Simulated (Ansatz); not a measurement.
The system is Cu3O2.

```
CELL_PARAMETERS angstrom
-2.02298 2.02298 3.67362
2.02298 -2.02298 3.67362
2.02298 2.02298 -3.67362
ATOMIC_POSITIONS crystal
Cu 0.00000 0.00000 0.00000
Cu 0.75000 0.25000 0.50000
Cu 0.25000 0.75000 0.50000
O 0.50000 0.00000 0.50000
O 0.00000 0.50000 0.50000
```

The cell comes from a database or a generator and needn't be the stable form of this composition.

Base run:

```yaml
Program: Ansatz 0.2.0
Functional: revPBE
Potentials_or_basis: Ansatz PAW
Cutoff: "420 eV (not typed: the program's choice for these potentials)"
k_mesh: 9 × 9 × 9
Occupations: fermi-dirac, width 0.05 eV
Spin: no spin polarisation
```

Its results: band gap on the k mesh none (metal or under the smearing width); pressure 4.1 GPa.

Question: After a change of settings the same cell gave: band gap on the k mesh none (metal or under the smearing width); pressure -11.8 GPa. Which change was it?
A. functional from revPBE to PBEsol
B. functional from revPBE to BLYP
C. functional from revPBE to r2SCAN; cutoff from 420 eV (not typed: the program's choice for these potentials) to 500 eV (not typed: the program's choice for these potentials)
D. functional from revPBE to LDA

Answer: D.

LDA binds more tightly than revPBE, so the same cell stands under less pressure.

Caveats: an odd number of electrons without spin polarisation forces a metal; a magnetic or distorted state may lie lower; the run has no spin polarisation, though such a crystal can be magnetic; semilocal functionals often make such compounds metallic where correlation or magnetic order opens a gap, which also shifts bond lengths; the PAW data sets come from PBE, with cores solved anew for the run's functional, which leaves a small shift of forces and pressure; the density of states is complete only up to the lowest level of the last band computed.

Runs at the PBE level aren't shown here.
